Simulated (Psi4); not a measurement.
# CCSD/CBS (Cholesky decomposition, Cartesian functions, cachelevel 0, extrapolation ccsd/cc-pv[dt]z) run of [GeH3]− (SMILES [GeH3-])

Wanted: the energy of [GeH3]−. 

The calculation is run with Psi4 1.11.

2 further runs of the same task are left out: 2 set aside as unsound or not needed.

### Step 1. The molecule

[GeH3]− has 4 atoms, charge -1, and is taken as a singlet. As SMILES, `[GeH3-]`. The shape comes from GFN2-xTB, which is rough for such elements, and wasn't checked as a minimum.

Bond lengths: Ge1–H2 1.750 Å, Ge1–H3 1.752 Å, Ge1–H4 1.758 Å. Angles: H2–Ge1–H3 89.2°, H2–Ge1–H4 89.5°, H3–Ge1–H4 89.4°.

### Step 2. A single-point energy at CCSD/CBS (Cholesky decomposition, Cartesian functions, cachelevel 0, extrapolation ccsd/cc-pv[dt]z)

job.in

```
memory 1600 MB

molecule molecule1 {
  -1 1
  Ge     0.468920    -0.274960    -0.542070
  H      0.935040     0.154290     1.089240
  H     -0.940860    -1.090590     0.102250
  H     -0.463100     1.211260    -0.649430
  units angstrom
  symmetry c1
}

set {
  reference     rhf
  scf_type      cd
  freeze_core   true
  df_basis_mp2  cc-pvdz-ri
  e_convergence 1e-10
  cachelevel    0
}

E, wfn = energy("ccsd/cc-pv[dt]z", return_wfn=True)
```

The run is started by

```console
$ psi4 -n 1 job.in job.out
```

**Question.** What will come out? Wanted: total energy; correlation energy.

Computed results:

At CCSD/CBS (Cholesky decomposition, Cartesian functions, cachelevel 0, extrapolation ccsd/cc-pv[dt]z):

| quantity | value |
| --- | --- |
| total energy | -2077.39051 Eh |
| correlation energy | -283.8 mEh |
